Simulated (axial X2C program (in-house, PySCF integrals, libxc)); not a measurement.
# A two-component session on TlV: properties at the nuclei

Wanted for TlV: properties at the nuclei, at the two-component level.

Method: two-component X2C with atomic mean-field terms, Tl dyall-cv3z, V dyall-cv3z; program: an in-house X2C program for linear molecules on PySCF integrals.

All values are calculated.

## (1) Input

task.json

```json
{"zs": [81, 23], "q": 0, "bas": ["dyall-cv3z", "dyall-cv3z"], "r0": 2.78, "levels": ["PBE0", "HF", "r2SCAN", "PBE50", "BHandHLYP"], "nst": 3}
```

Keys: zs atomic numbers; q charge; bas basis sets; r0 starting distance in Å; levels methods (HF also brings MP2); nst determinants followed.

Command:

```sh
python soeom.py task.json out
```

Further steps of the session: Expectation values, lowest determinant; Expectation values, a higher determinant; Expectation values, a higher determinant.

What does the calculation give? Wanted: lowest determinant; Eeff magnitude; Ws magnitude Tl; A∥/gI Tl; qzz Tl; higher determinant (for each run or level that gives them).

As calculated:

| quantity | value |
| --- | --- |
| lowest determinant | Ω = 3 (excess of +ω over −ω: ω = 1/2, ω = 5/2) |
| Eeff magnitude (GV/cm), PBE0 | 15.5 |
| Ws magnitude Tl (kHz), PBE0 | 6.53 |
| A∥/gI Tl (MHz), PBE0 | -643 |
| qzz Tl (a.u.), PBE0 | -4.31 |
| higher determinant | Ω = 2 (excess of +ω over −ω: ω = -1/2, ω = 5/2) |
| Eeff magnitude (GV/cm), PBE0, higher determinant | 9.18 |
| Ws magnitude Tl (kHz), PBE0, higher determinant | 4.99 |
| A∥/gI Tl (MHz), PBE0, higher determinant | -732 |
| qzz Tl (a.u.), PBE0, higher determinant | -9.13 |
| higher determinant | Ω = 4 (excess of +ω over −ω: 3 × ω = 1/2, ω = 5/2) |
| Eeff magnitude (GV/cm), PBE0, higher determinant | 44.6 |
| Ws magnitude Tl (kHz), PBE0, higher determinant | 13.3 |
| A∥/gI Tl (MHz), PBE0, higher determinant | 962 |
| qzz Tl (a.u.), PBE0, higher determinant | 0.79 |

In the first state, the effective field runs from 0.908 to 50.6 GV/cm over the mean-field levels, so the levels don't agree on it. The expectation values come from single determinants, which for open shells can mix terms of unlike spin or miss the lowest Ω, so a determinant need not be a state. Eeff is the effective electric field on the electron dipole moment in this Ω state and Ws the scalar–pseudoscalar constant (defined with the proton number Z and per Ω); A∥ is the parallel hyperfine constant, which follows by multiplying with the nuclear g factor gI = μI/(I μN); qzz is the electric field gradient, eQq0 = 234.96 MHz × Q/barn × qzz; μ is positive if V is the positive end. The operators were transformed with the bare-nucleus X2C matrices. A second determinant lies within 0.1 eV of the first, so their order is not settled at this level.
